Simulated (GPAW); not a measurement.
InAg3:

```
In Ag
1.0
     3.08552    0.00000    0.00000
    -1.54276    2.67214    0.00000
     0.00000    0.00000    9.47326
In Ag
1 3
Direct
  0.00000 0.00000 0.00000
  0.33333 0.66667 0.74681
  0.33333 0.66667 0.25320
  0.00000 0.00000 0.50000
```

The cell comes from a database or a generator and needn't be the stable form of this composition.

Base run:

* Program: GPAW 26.7.0
* Functional: PBEsol
* Potentials or basis: PAW data sets generated in the run's folder for this functional
* Cutoff: 600 eV
* Basis: pw
* k mesh: 10 × 10 × 3
* Occupations: fermi-dirac, width 0.05 eV
* Spin: no spin polarisation

Its results: pressure -6.0 GPa; largest force 0.164 eV/Å.

**Question.** The run is repeated on the same cell with these changes: k mesh from 10 × 10 × 3 to 7 × 7 × 2. What comes out?

**Answer.** Pressure -5.4 GPa; largest force 0.213 eV/Å.
